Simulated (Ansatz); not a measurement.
# NbCl3O: a ladder of functionals and wavefunction methods

An exercise on one series of results from a longer session: the logs are not shown, and one member is left open.

Method: functionals in def2-TZVPP, the program's frozen cores in correlated methods; program: Ansatz 0.2.0, Gaussian basis.

Levels to be run: LDA (SPW92), PBE-D4, revPBE-D4, BLYP-D4, r2SCAN-D4, B97M-V, PBE0-D4, B3LYP-D4, r2SCANh-D4, r2SCAN0-D4, HSE06-D4, BHLYP-D4, CAM-B3LYP-D4, LC-ωPBE, ωB97X-V, ωB97M-V, B2PLYP, PBE-QIDH; CCSD(T)/def2-SVP; CCSD(T)/def2-TZVPP; MP2/def2-QZVPP; extrapolation to the limit; RPA on PBE.

**The geometry**

The geometry comes from an earlier relaxation with PBE0-D4 in a triple-zeta def2 set; it is a stationary point. Nb takes the def2 core potential; no spin-orbit term is included.

5 atoms, charge 0, spin multiplicity 1.

Atoms are counted from 1 here; the program's logs count them from 0.

Bond lengths: O1–Nb2 1.675 Å, Nb2–Cl3 2.273 Å, Nb2–Cl4 2.273 Å, Nb2–Cl5 2.273 Å. Angles: O1–Nb2–Cl3 107.7°, O1–Nb2–Cl4 107.7°, O1–Nb2–Cl5 107.7°, Cl3–Nb2–Cl4 111.2°, Cl3–Nb2–Cl5 111.2°, Cl4–Nb2–Cl5 111.2°.

The first run:

in.yaml reads:

```yaml
crystal:
  periodic: [false, false, false]
  atoms:
    - {symbol: O, position_ang: [-0.824966, -0.134552, 1.530850]}
    - {symbol: Nb, position_ang: [-0.027963, -0.020188, 0.061710]}
    - {symbol: Cl, position_ang: [1.658730, -1.543243, 0.069707]}
    - {symbol: Cl, position_ang: [-1.534100, -0.472112, -1.579039]}
    - {symbol: Cl, position_ang: [0.778300, 2.096395, -0.124629]}
basis:
  gaussian: {orbitals: def2-TZVPP}
hamiltonian: {xc: lda}
output: {orbitals: {seedname: orbitals}}
```

Steps of the session up to this table: LDA; PBE-D4 (GGA); revPBE-D4 (GGA); BLYP-D4 (GGA); r2SCAN-D4 (meta-GGA); B97M-V (meta-GGA); PBE0-D4 (hybrid); B3LYP-D4 (hybrid); r2SCANh-D4 (hybrid); r2SCAN0-D4 (hybrid); HSE06-D4 (hybrid); BHLYP-D4 (hybrid); CAM-B3LYP-D4 (range-separated); LC-ωPBE-D4 (range-separated; the results give it without D4); ωB97X-V (range-separated); ωB97M-V (range-separated); B2PLYP (double hybrid); PBE-QIDH (double hybrid).

One of the session's tables, all rows but one given; the rest of the session is left out.

It belongs to the step «Orbital energies across the functionals». 

```
  functional  HOMO (eV)  LUMO (eV)  gap (eV)
 LDA (SPW92)      -8.56      -4.21      4.35
      PBE-D4      -8.38      -3.98      4.40
   revPBE-D4      -8.32      -3.90      4.42
     BLYP-D4      -8.21      -3.86      4.36
   r2SCAN-D4      -8.78      -3.96      4.82
      B97M-V      -8.84      -3.91      4.93
     PBE0-D4      -9.84      -3.29      6.56
    B3LYP-D4      -9.55      -3.48      6.07
  r2SCANh-D4      -9.31      -3.69      5.62
  r2SCAN0-D4     -10.11      -3.26      6.84
    HSE06-D4      -9.44      -3.66      5.78
    BHLYP-D4     -11.13      -2.40      8.73
CAM-B3LYP-D4     -11.21      -2.24      8.96
     LC-ωPBE     -12.64      -1.16     11.48
     ωB97X-V     -12.25      -1.21     11.04
     ωB97M-V          ?          ?         ?
```

Q: Estimate the row for ωB97M-V from the others.

The run gave: HOMO (eV): -12.07; LUMO (eV): -1.22; gap (eV): 10.85. In the column «HOMO (eV)» it lies between ωB97X-V (-12.25) and CAM-B3LYP-D4 (-11.21).
